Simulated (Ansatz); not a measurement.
# GaN₂H (triplet): wave-function methods side by side, cc-pVTZ

An exercise on one series of results from a longer session: the logs are not shown, and one member is left open.

Computed with Ansatz 0.2.0, Gaussian basis. Level: cc-pVTZ, core rule «outside noble gas», up to 16 orbitals frozen.

Plan: UHF; CCSD(T) on ROHF; CCSD(T) on UHF; BCCD(T) on ROHF; CCSDT(Q) on ROHF; CCSDT(Q) on UHF.

6 further runs of the same task are left out: 6 set aside as unsound or not needed. Runs told in other sessions of the task aren't counted.

### The geometry

The geometry is a PBE0/def2-TZVP stationary point (not a proven minimum). No spin-orbit coupling is included. The filled d shell of Ga may be among the frozen orbitals whatever the setting's name suggests.

4 atoms, charge 0, spin multiplicity 3.

Atoms are counted from 1 here; the program's logs count them from 0.

Bond lengths: Ga1–N2 1.969 Å, Ga1–H4 1.576 Å, N2–N3 1.119 Å. Angles: N2–Ga1–H4 107.9°, Ga1–N2–N3 172.2°.

Set-up of the first run:

Input file in.yaml:

```yaml
crystal:
  periodic: [false, false, false]
  atoms:
    - {symbol: Ga, position_ang: [0.000000, -0.040877, 0.709707]}
    - {symbol: N, position_ang: [0.000000, 0.089387, -1.254874]}
    - {symbol: N, position_ang: [0.000000, 0.011680, -2.370926]}
    - {symbol: H, position_ang: [0.000000, 1.423157, 1.292326]}
basis:
  gaussian: {orbitals: cc-pVTZ}
magnetization: {spin_polarized: true, initial_magnetization: 2}
hamiltonian: {xc: hf}
output: {orbitals: {seedname: orbitals}}
```

Started as:

```console
> ansatz run in.yaml --threads 1 --pin off --events-out ev --progress --plain --max-ram 4096MiB --backend cpu
```

Steps of the session up to this table: UHF; CCSD(T) on ROHF; CCSD(T) on UHF; BCCD(T) on ROHF; CCSDT(Q) on ROHF; CCSDT(Q) on UHF.

One of the session's tables, all rows but one given; the rest of the session is left out.

| method | from RCCSDT(Q) (kcal/mol) |
| --- | --- |
| ROHF | +296.52 |
| UHF | +292.11 |
| RMP2 | +20.15 |
| UMP2 | +28.25 |
| RCCSD | +15.89 |
| UCCSD | ? |
| RCCSD(T) | +1.58 |
| UCCSD(T) | +1.41 |
| BCCD(T) | +1.46 |
| RCCSDT | +1.45 |
| UCCSDT | +1.06 |
| RCCSDT(Q) | 0 |
| UCCSDT(Q) | -0.34 |

**Question.** Estimate the row for UCCSD.

The run gave: from RCCSDT(Q) (kcal/mol): +15.30. In the column «from RCCSDT(Q) (kcal/mol)» it lies between RCCSD(T) (+1.58) and RCCSD (+15.89).

With the free atoms at the same levels and basis (separate runs), the atomisation energy is 10.460 eV at RCCSDT(Q), 10.420 eV at RCCSD(T), 10.416 eV at UCCSD(T), 5.381 eV at ROHF.

Caveats from the session: Restricted and unrestricted rows rest on different reference determinants; a gap between their highest levels can come from leftover correlation error, from unlike frozen cores or from another state.
